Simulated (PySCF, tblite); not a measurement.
**C₄H₁₂N₂SSi: geometry, infrared bands and NMR shifts**

Aim: predict the infrared bands and NMR shifts of C₄H₁₂N₂SSi (`C/N=C\CN(C)[SiH2]S`).

Programs: tblite 0.8.0 and PySCF 2.14.0, with density-fitted response routines of our own. Each step states its level of theory. These are calculated values for one molecule in the gas phase, unless marked as measured. Atoms are numbered from 0 throughout.

**1. Starting geometry**

20 atoms, charge 0, multiplicity 1; geometry from: force field or distance geometry start.

Bonds of the start (Å): C0–N1 1.42, N1–C2 1.26, C2–C3 1.48, C3–N4 1.46, N4–C5 1.44, N4–Si6 1.79, Si6–S7 2.16, C0–H8 1.11, C0–H9 1.12, C0–H10 1.10, C2–H11 1.11, C3–H12 1.10, C3–H13 1.11, C5–H14 1.10, C5–H15 1.11, C5–H16 1.12, Si6–H17 1.47, Si6–H18 1.45, S7–H19 1.40.

**2. Geometry optimisation with GFN2-xTB**

The job: settings as JSON, then the geometry in Å.

```
{"job": {"kind": "relax", "xc": "GFN2-xTB", "basis": "xTB"}, "charge": 0, "multiplicity": 1}
C      2.979900     0.279000     0.487400
N      1.808500     0.723200     1.161800
C      0.679600     0.741200     0.604300
C      0.448000     0.339400    -0.801100
N     -0.824700    -0.343400    -0.990600
C     -0.917200    -1.651100    -0.400700
Si    -2.201200     0.704200    -0.538600
S     -3.170800    -0.224600     1.150700
H      2.870700    -0.706000    -0.003800
H      3.746400     0.120200     1.295200
H      3.413600     0.998000    -0.216700
H     -0.159800     1.099500     1.241900
H      1.211700    -0.356800    -1.170500
H      0.511200     1.250500    -1.425600
H     -0.792200    -1.529100     0.688700
H     -1.904300    -2.078200    -0.656800
H     -0.136400    -2.321100    -0.832100
H     -3.168100     0.661900    -1.640500
H     -1.842900     2.091200    -0.292700
H     -2.557300     0.212700     2.336600
```

Run with:

```console
OMP_NUM_THREADS=1 python probes_run.py task.json out
```

One launch serves the whole session: the jobs run in the order shown.

Standard output:

```text
step      E/eV     max force
  0    -693.95531    2.357
  1    -694.13759    1.114
  2    -694.20632    1.311
  3    -694.25229    0.723
  4    -694.30189    0.678
  5    -694.34797    0.531
  6    -694.37873    0.467
  7    -694.41401    0.422
  8    -694.44625    0.426
  9    -694.47070    0.287
 10    -694.48431    0.215
 11    -694.49343    0.249
 12    -694.50248    0.227
 13    -694.50969    0.181
 14    -694.51555    0.160
 15    -694.52186    0.204
 16    -694.52953    0.251
 17    -694.53715    0.260
 18    -694.54263    0.169
 19    -694.54612    0.123
 20    -694.54895    0.126
 21    -694.55206    0.159
 22    -694.55534    0.138
 23    -694.55837    0.140
 24    -694.56118    0.135
 25    -694.56404    0.132
 26    -694.56671    0.116
 27    -694.56894    0.105
 28    -694.57111    0.118
 29    -694.57375    0.141
 30    -694.57676    0.162
 31    -694.57920    0.122
 32    -694.58067    0.091
 33    -694.58167    0.081
 34    -694.58263    0.073
 35    -694.58366    0.083
 36    -694.58471    0.072
 37    -694.58578    0.087
 38    -694.58693    0.085
 39    -694.58810    0.087
 40    -694.58925    0.078
 41    -694.59038    0.084
 42    -694.59144    0.094
 43    -694.59234    0.075
 44    -694.59313    0.058
 45    -694.59392    0.066
 46    -694.59472    0.056
 47    -694.59548    0.052
 48    -694.59618    0.054
 49    -694.59689    0.051
 50    -694.59763    0.053
 51    -694.59838    0.055
 52    -694.59910    0.068
 53    -694.59975    0.067
 54    -694.60039    0.052
 55    -694.60110    0.073
 56    -694.60188    0.090
 57    -694.60259    0.083
 58    -694.60319    0.048
 59    -694.60370    0.054
 60    -694.60432    0.052
 61    -694.60499    0.063
 62    -694.60586    0.087
 63    -694.60688    0.090
 64    -694.60815    0.072
 65    -694.60940    0.074
 66    -694.61052    0.093
 67    -694.61135    0.097
 68    -694.61247    0.084
 69    -694.61360    0.053
 70    -694.61451    0.050
 71    -694.61491    0.049
 72    -694.61552    0.057
 73    -694.61615    0.062
 74    -694.61682    0.059
 75    -694.61745    0.050
 76    -694.61802    0.060
 77    -694.61868    0.065
 78    -694.61950    0.061
 79    -694.62038    0.082
 80    -694.62115    0.083
 81    -694.62188    0.076
 82    -694.62264    0.082
 83    -694.62363    0.100
 84    -694.62501    0.093
 85    -694.62747    0.083
 86    -694.62855    0.068
 87    -694.62942    0.076
 88    -694.63022    0.062
 89    -694.63106    0.068
 90    -694.63188    0.073
 91    -694.63277    0.074
 92    -694.63390    0.080
 93    -694.63547    0.111
 94    -694.63840    0.138
 95    -694.64167    0.121
 96    -694.64436    0.153
 97    -694.64412    0.246
 98    -694.64677    0.067
 99    -694.64739    0.062
100    -694.64906    0.056
101    -694.64990    0.076
102    -694.65127    0.077
103    -694.65249    0.091
104    -694.65430    0.097
105    -694.65673    0.101
106    -694.65987    0.113
107    -694.66280    0.105
108    -694.66456    0.129
109    -694.66571    0.110
110    -694.66678    0.151
111    -694.66866    0.100
112    -694.67067    0.086
113    -694.67182    0.090
114    -694.67242    0.057
115    -694.67271    0.068
116    -694.67302    0.038
117    -694.67351    0.039
118    -694.67387    0.046
119    -694.67413    0.042
120    -694.67439    0.038
121    -694.67460    0.026
122    -694.67478    0.030
123    -694.67494    0.026
124    -694.67506    0.021
125    -694.67516    0.021
126    -694.67524    0.022
127    -694.67533    0.022
128    -694.67545    0.024
129    -694.67559    0.031
130    -694.67577    0.035
131    -694.67602    0.036
132    -694.67640    0.053
133    -694.67696    0.065
134    -694.67766    0.060
135    -694.67833    0.049
136    -694.67890    0.061
137    -694.67949    0.051
138    -694.68011    0.067
139    -694.68064    0.057
140    -694.68101    0.048
141    -694.68120    0.055
142    -694.68140    0.040
143    -694.68156    0.027
144    -694.68172    0.019
145    -694.68177    0.017
146    -694.68183    0.013
147    -694.68187    0.013
148    -694.68190    0.010
149    -694.68193    0.012
150    -694.68195    0.010
151    -694.68198    0.011
152    -694.68202    0.013
153    -694.68205    0.012
154    -694.68208    0.011
155    -694.68210    0.010
156    -694.68213    0.011
157    -694.68215    0.012
158    -694.68216    0.009
```

It took 4.1 s on 1 thread of Intel Xeon at 2.50GHz, shared host; peak memory 0.18 GiB.

Along the way: (not every step is listed)

```
step  energy from step 0 (eV)  largest force (eV/Å)
   0                   0.0000                2.3566
   1                  -0.1823                1.1144
   2                  -0.2510                1.3107
   3                  -0.2970                0.7226
   4                  -0.3466                0.6784
   5                  -0.3927                0.5307
   6                  -0.4234                0.4665
   7                  -0.4587                0.4218
   8                  -0.4909                0.4261
  22                  -0.6000                0.1381
  36                  -0.6294                0.0718
  50                  -0.6423                0.0527
  64                  -0.6528                0.0719
  78                  -0.6642                0.0614
  92                  -0.6786                0.0799
 106                  -0.7046                0.1134
 120                  -0.7191                0.0376
 134                  -0.7223                0.0602
 148                  -0.7266                0.0105
 153                  -0.7267                0.0122
 154                  -0.7268                0.0115
 155                  -0.7268                0.0103
 156                  -0.7268                0.0113
 157                  -0.7268                0.0118
 158                  -0.7268                0.0088
```

Distances of close pairs at the start and the end, largest changes first:

```
  bond  before (Å)  after (Å)  change (Å)
S7–H19       1.405      1.324      -0.081
N4–Si6       1.788      1.712      -0.075
 C0–H9       1.125      1.090      -0.035
 C2–C3       1.480      1.510      +0.030
C2–H11       1.113      1.086      -0.027
C5–H16       1.116      1.096      -0.020
C5–H15       1.106      1.087      -0.018
 C3–N4       1.457      1.443      -0.013
```

The end geometry stands in the next job.

**3. Harmonic vibrations with GFN2-xTB**

The job: settings as JSON, then the geometry in Å.

```
{"job": {"kind": "ir", "xc": "GFN2-xTB", "basis": "xTB"}, "charge": 0, "multiplicity": 1}
C      3.349051     0.386863     0.105565
N      2.361715     0.418501     1.141529
C      1.127687     0.385846     0.924423
C      0.376549     0.307396    -0.382620
N     -0.969680    -0.174928    -0.187226
C     -1.011828    -1.582969     0.140972
Si    -2.301660     0.714070    -0.793824
S     -4.088165    -0.042872     0.124753
H      3.012501    -0.035859    -0.846940
H      4.197869    -0.185563     0.480192
H      3.687338     1.409599    -0.070140
H      0.489476     0.442440     1.801689
H      0.908825    -0.337705    -1.096275
H      0.338550     1.311460    -0.813711
H     -0.438890    -1.773937     1.051803
H     -2.041833    -1.892159     0.300101
H     -0.585522    -2.190892    -0.665121
H     -2.599005     0.598988    -2.220937
H     -2.107004     2.098024    -0.375989
H     -3.711122     0.154377     1.378721
```

Standard output:

```text
mode    cm-1     km/mol
  1      21.8      0.70
  2      33.0      2.78
  3      41.7      3.64
  4      52.4      1.48
  5     128.9      1.73
  6     148.7     35.44
  7     172.0      4.93
  8     191.5      4.63
  9     212.0      0.44
 10     297.1      2.96
 11     339.9      3.84
 12     380.3      1.53
 13     437.1      8.24
 14     493.5    101.74
 15     522.4     40.49
 16     575.6     19.92
 17     589.3     14.88
 18     685.8     82.25
 19     735.4     95.21
 20     768.8     48.60
 21     782.6    183.02
 22     797.2    280.40
 23     958.6     25.23
 24     992.5      2.14
 25    1038.5    107.82
 26    1051.9     32.62
 27    1095.6      3.12
 28    1108.6      0.95
 29    1131.7      2.99
 30    1146.9     23.76
 31    1204.1     59.45
 32    1278.1     14.77
 33    1318.3     73.35
 34    1338.9      3.49
 35    1390.0      2.67
 36    1422.0      4.37
 37    1440.9      2.25
 38    1460.9      3.88
 39    1476.7     10.26
 40    1477.9      2.23
 41    1503.2      3.70
 42    1758.3     98.96
 43    2255.1    307.34
 44    2296.7    172.76
 45    2470.4    117.93
 46    2866.2     46.57
 47    2913.9     48.68
 48    2923.3     66.21
 49    2953.5     17.84
 50    2966.9     45.39
 51    2982.7     17.91
 52    3005.5     25.32
 53    3007.3     39.77
 54    3036.3     18.06
```

It took 2.7 s on 1 thread of Intel Xeon at 2.50GHz, shared host; peak memory 0.18 GiB.

The strongest bands and the atoms that carry them (share of the mass-weighted mode):

```
cm⁻¹  km/mol                                  atoms
 494   101.7           H17 32 %, H18 32 %, Si6 14 %
 783   183.0                     H17 42 %, H18 38 %
 797   280.4  Si6 24 %, H18 18 %, H17 15 %, C3 12 %
1038   107.8    C3 17 %, C2 15 %, C0 12 %, H15 11 %
1758    99.0                       C2 52 %, N1 46 %
2255   307.3                     H17 84 %, H18 12 %
2297   172.8                     H18 85 %, H17 12 %
2470   117.9                               H19 97 %
```

**4. NMR shieldings: PBE0/pcSseg-1**

Settings changed since step 3:

```diff
@@ -1,2 +1,2 @@
-{"job": {"kind": "ir", "xc": "GFN2-xTB", "basis": "xTB"}, "charge": 0, "multiplicity": 1}
+{"job": {"kind": "nmr", "xc": "PBE0", "basis": "pcSseg-1"}, "charge": 0, "multiplicity": 1}
 C      3.349051     0.386863     0.105565
```

Method: GIAO PBE0/pcSseg-1 NMR shielding, non-relativistic, gas phase.

Standard output:

```text
coarse grid: 17160 points
cycle   1  E = -956.1000705664  dE =  8.544e-01  |g| = 4.377e-01  |ddm| = 3.969e+00
cycle   2  E = -956.0726214428  dE =  2.745e-02  |g| = 5.827e-01  |ddm| = 1.132e+00
cycle   3  E = -956.1477701524  dE = -7.515e-02  |g| = 1.181e-01  |ddm| = 6.416e-01
cycle   4  E = -956.1503484780  dE = -2.578e-03  |g| = 4.741e-02  |ddm| = 1.126e-01
cycle   5  E = -956.1508037952  dE = -4.553e-04  |g| = 1.317e-02  |ddm| = 5.160e-02
cycle   6  E = -956.1508382338  dE = -3.444e-05  |g| = 4.596e-03  |ddm| = 1.736e-02
cycle   7  E = -956.1508426343  dE = -4.401e-06  |g| = 6.805e-04  |ddm| = 5.167e-03
final grid: 154952 points
cycle   8  E = -956.1964516847  dE = -4.092e-05  |g| = 8.573e-03  |ddm| = 2.999e-02
cycle   9  E = -956.1964456565  dE =  6.028e-06  |g| = 9.893e-03  |ddm| = 1.875e-02
cycle  10  E = -956.1964698560  dE = -2.420e-05  |g| = 1.272e-03  |ddm| = 1.056e-02
cycle  11  E = -956.1964701807  dE = -3.247e-07  |g| = 2.498e-04  |ddm| = 1.178e-03
cycle  12  E = -956.1964701913  dE = -1.054e-08  |g| = 1.024e-04  |ddm| = 2.604e-04
cycle  13  E = -956.1964701933  dE = -2.001e-09  |g| = 4.498e-05  |ddm| = 1.292e-04
cycle  14  E = -956.1964701937  dE = -4.206e-10  |g| = 6.724e-06  |ddm| = 3.979e-05
converged SCF energy = -956.1964701937

GIAO shielding tensors (ppm)
atom      isotropic    diamagn.    paramagn.     s11        s22        s33       span
  0 C      145.242     248.525    -103.283    124.104    137.193    174.428     50.324
  1 N     -125.912     326.148    -452.060   -520.506   -131.889    274.658    795.165
  2 C       13.077     254.768    -241.691    -88.275     33.377     94.129    182.404
  3 C      138.424     251.007    -112.583    123.405    129.773    162.094     38.689
  4 N      241.285     329.877     -88.592    215.531    230.301    278.023     62.493
  5 C      151.190     246.031     -94.842    126.435    143.416    183.718     57.283
  6 Si     375.116     880.929    -505.813    311.625    371.264    442.460    130.835
  7 S      727.334    1057.671    -330.337    613.899    694.120    873.984    260.084
  8 H       28.277      31.398      -3.121     24.090     29.607     31.134      7.044
  9 H       27.619      27.963      -0.344     24.408     26.488     31.962      7.554
 10 H       28.309      28.572      -0.262     25.420     26.660     32.847      7.427
 11 H       24.028      32.796      -8.768     21.532     21.914     28.639      7.107
 12 H       28.047      33.251      -5.204     22.445     27.647     34.050     11.605
 13 H       28.707      33.375      -4.668     22.959     29.466     33.697     10.738
 14 H       29.232      31.343      -2.112     24.461     27.270     35.964     11.504
 15 H       28.126      30.969      -2.844     21.641     30.229     32.506     10.865
 16 H       29.727      30.334      -0.607     25.402     26.794     36.985     11.583
 17 H       26.555      28.845      -2.290     22.043     24.859     32.764     10.721
 18 H       26.427      30.621      -4.194     22.088     25.450     31.745      9.657
 19 H       31.294      32.169      -0.876     23.599     27.958     42.324     18.726
```

It took 96 s on 1 thread of Intel Xeon at 2.50GHz, shared host; peak memory 1 GiB.

Shifts follow as δ = σ(reference) − σ, with reference shieldings (ppm) from runs at the same level and on the same kind of geometry: 1H TMS 31.72, 13C TMS 186.9, 29Si TMS 349.2, 15N NH3 267.7, 33S CS2 504. The references are single molecules in the gas phase, so shifts against H2O, NH3, PH3, H3PO4 or CFCl3 are not on the usual liquid scales and can be off by tens of ppm. Atoms listed in one row are averaged.

```
        atoms                              environment  σ (ppm)  δ (ppm)  δ scaled to CDCl3
           C2                               C=N carbon     13.1    173.8              167.8
           C3                      sp3 CH2 bonded to N    138.4     48.5               45.4
           C0                methyl carbon bonded to N    145.2     41.7               38.8
           C5                methyl carbon bonded to N    151.2     35.7               33.0
          H11                 hydrogen on a C=N carbon    24.03     7.69               7.35
     H17, H18     hydrogen on a silicon bonded to N, S    26.49     5.23                  –
  H8, H9, H10  hydrogen on a methyl carbon bonded to N    28.07     3.65               3.55
     H12, H13       hydrogen on an sp3 CH2 bonded to N    28.38     3.34               3.25
H14, H15, H16  hydrogen on a methyl carbon bonded to N    29.03     2.69               2.64
          H19        hydrogen on a sulfur bonded to Si    31.29     0.42                  –
           N1                           imine nitrogen   -125.9    393.6                  –
           N4               nitrogen bonded to 2 C, Si    241.3     26.4                  –
          Si6              silicon bonded to N, S, 2 H    375.1    -26.0                  –
           S7                   sulfur bonded to Si, H      727     -224                  –
```

The scaled column applies a straight-line fit of computed shieldings to shifts measured in CDCl3, with any fitted terms for Cl, Br or S neighbours (root-mean-square error 0.16 ppm for H, 1.9 ppm for C).

Charges from the same density, by scheme (e):

```
atoms  Mulliken    IAO  Hirshfeld  ESP fit
   C0     -0.12  -0.31      -0.07     0.17
   N1     -0.42  -0.27      -0.16    -0.66
   C2      0.05   0.01       0.04     0.59
   C3     -0.02  -0.19      -0.03    -0.43
   N4     -0.80  -0.52      -0.17    -0.20
   C5     -0.06  -0.30      -0.07     0.03
  Si6      0.70   0.82       0.34     0.36
   S7     -0.41  -0.32      -0.13    -0.37
```

Mayer bond orders: C0–N1 0.98, N1–C2 2.01, C2–C3 0.97, C3–N4 0.95, N4–C5 0.94, N4–Si6 0.98, Si6–S7 1.00.

**5. Results**

| quantity | value |
| --- | --- |
| strongest single infrared mode (GFN2-xTB) | 2255 cm⁻¹, 307 km/mol |
| zero-point energy (GFN2-xTB) | 96.8 kcal/mol |
| 13C shifts against TMS (PBE0/pcSseg-1) | 173.8, 48.5, 41.7, 35.7 ppm |
| 1H shifts against TMS (PBE0/pcSseg-1, means over atoms taken as alike) | 7.69, 5.23, 3.65, 3.34, 2.69, 0.42 ppm |
| 15N shifts against NH3 (PBE0/pcSseg-1) | 393.6, 26.4 ppm |
| 29Si shifts against TMS (PBE0/pcSseg-1) | -26.0 ppm |
| 33S shifts against CS2 (PBE0/pcSseg-1) | -224 ppm |

**Reading.** Over 158 steps the energy fell by 0.727 eV; of the close pairs, S7–H19 changed most, 1.405 to 1.324 Å. All 54 modes are real, so the xTB geometry is a minimum. The strongest single mode, at 2255 cm⁻¹, moves mainly H17. GFN2-xTB is a fitted tight-binding method: band positions and strengths are rough. Its intensities can rank the bands wrongly. At PBE0/pcSseg-1: The widest tensor belongs to N1: span 795 ppm, with a paramagnetic part of -452 ppm.
